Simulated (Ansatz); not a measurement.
# RuSi: the cost of one run

The runs use Ansatz 0.2.0, Gaussian basis; def2-TZVPP, core rule «outside noble gas», up to 9 orbitals frozen.

Plan: UHF; CCSD(T) on RHF; CCSD(T) on UHF; CCSDT(Q) on RHF; CCSDT(Q) on UHF; CASSCF and NEVPT2, 12 electrons in 10 orbitals.

6 further runs of the same task are left out: 2 for a known fault of the program, 4 set aside as unsound or not needed.

## 1. What is computed

The geometry is a PBE0/def2-TZVP stationary point (not a proven minimum). No spin-orbit coupling is included. Elements past krypton take def2 core potentials.

2 atoms, charge 0, spin multiplicity 1.

Atoms are counted from 1 here; the program's logs count them from 0.

Bond lengths: Ru1–Si2 2.032 Å.

## 2. UHF

Contents of in.yaml:

```yaml
crystal:
  periodic: [false, false, false]
  atoms:
    - {symbol: Ru, position_ang: [0.000000, 0.000000, 0.000000]}
    - {symbol: Si, position_ang: [0.000000, 0.000000, 2.032000]}
basis:
  gaussian: {orbitals: def2-TZVPP}
magnetization: {spin_polarized: true, initial_magnetization: 0}
hamiltonian: {xc: hf}
output: {orbitals: {seedname: orbitals}}
```

Command:

```bash
> ansatz run in.yaml --threads 1 --pin off --events-out ev --progress --plain --max-ram 4096MiB --backend cpu
```

**Question.** How long does this run take on 1 thread of AMD EPYC 7R13, shared host, and how much memory does it need?

About 28 s, with a peak of 0.25 GiB.
